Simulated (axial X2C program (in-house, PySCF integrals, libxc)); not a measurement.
**Linear AsOH⁺ at several levels**

One table from this session's results is given with a row withheld; the runs are named, their logs left out.

Method: all-electron X2C, two-component (2c) or spin-free, As dyall-v3z, O dyall-av3z, H dyall-v3z; program: an in-house X2C program for linear molecules on PySCF integrals.

All values are calculated.

2 further runs of the same task are left out: 2 set aside as unsound or not needed.

Set-up of the first run:

task.json reads:

```json
{"zs": [33, 8, 1], "q": 1, "bas": ["dyall-v3z", "dyall-av3z", "dyall-v3z"], "r0": [1.84, 0.96], "symm": 0, "scan": ["PBE0", "HF", "LDA"], "levels": ["PBE0", "HF", "LDA"], "nst": 2}
```

Keys: zs atomic numbers; q charge; bas basis sets; r0 starting distance in Å; symm equal bonds; scan levels of the two-bond scan (MP2 follows by itself at each HF point); levels methods; nst determinants followed.

Command:

```sh
$ python solin.py task.json out
```

Masses As 74.922, O 15.995, H 1.008 u.

Steps of the session up to this table: Scan at PBE0, 2c; Scan at HF, 2c; Scan at LDA, 2c.

One of the session's tables, all rows but one given; the rest of the session is left out.

```
          level  r(As–O) (Å)  r(O–H) (Å)  lower stretch (cm⁻¹)  upper stretch (cm⁻¹)
       PBE0, 2c        1.647       0.967                 933.6                3801.4
         HF, 2c        1.623       0.948                 996.5                4026.3
        LDA, 2c            ?           ?                     ?                     ?
        MP2, 2c        1.656       0.970                 924.5                3758.0
PBE0, spin-free        1.646       0.967                 933.9                3799.5
  HF, spin-free        1.622       0.948                 997.3                4024.7
 LDA, spin-free        1.650       0.982                 912.2                3637.1
 MP2, spin-free        1.655       0.971                 924.6                3755.8
```

Q: Estimate the row for LDA, 2c from the others.

**Answer.** r(As–O) (Å): 1.651; r(O–H) (Å): 0.982; lower stretch (cm⁻¹): 911.8; upper stretch (cm⁻¹): 3639.0. In the column «r(As–O) (Å)» it lies between LDA, spin-free (1.650) and MP2, spin-free (1.655).

Scans not shown above were run alike.

MP2 freezes inner shells (threshold -2 hartree). The molecule was held linear; bending was not examined, so a bent shape may lie lower. Note: functional without a current term on a determinant with orbital currents, of the molecule or an atom.
